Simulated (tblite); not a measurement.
# C5H8GaNS2: the cost of one run

Programs: tblite 0.8.0 and PySCF 2.14.0, with density-fitted response routines of our own. Each step states its level of theory. These are calculated values for one molecule in the gas phase, unless marked as measured. Atoms are numbered from 0 throughout.

## (1) The starting structure

17 atoms, charge 0, multiplicity 1; geometry from: force field or distance geometry start.

Bonds of the start (Å): C0–C1 1.32, C1–C2 1.52, C2–N3 1.43, N3–Ga4 2.14, Ga4–S5 2.46, S5–C6 1.75, C6–C7 1.25, C7–S8 1.78, S8–Ga4 2.45, C0–H9 1.09, C0–H10 1.08, C1–H11 1.06, C2–H12 1.10, C2–H13 1.11, N3–H14 1.05, C6–H15 1.18, C7–H16 1.14.

## (2) Geometry optimisation with GFN2-xTB

Job settings and geometry (Å):

```
{"job": {"kind": "relax", "xc": "GFN2-xTB", "basis": "xTB"}, "charge": 0, "multiplicity": 1}
C     -3.774800     0.158600     0.113800
C     -2.789000    -0.336000    -0.604200
C     -1.523500    -0.880400     0.039300
N     -0.420400    -0.123400    -0.454500
Ga     1.284300    -0.971100     0.512200
S      3.612400    -1.168900     1.292900
C      4.089800     0.151700     0.245100
C      3.441900     1.156200    -0.118800
S      1.761200     1.432500     0.393900
H     -4.649500     0.522800    -0.426100
H     -3.766000     0.216000     1.192000
H     -2.845200    -0.382500    -1.661700
H     -1.475800    -1.962400    -0.179600
H     -1.591900    -0.714100     1.136400
H     -0.453200     0.899100    -0.220700
H      5.197300     0.071300    -0.154800
H      3.895300     1.942800    -0.816000
```

Started as:

```console
> OMP_NUM_THREADS=1 python probes_run.py task.json out
```

The driver reads the jobs from task.json and runs them one after another.

**Question.** How long does this first job take on 1 thread of Arm Neoverse V1, shared host, and how much memory does it need?

About 2.2 s, with a peak of 0.18 GiB.
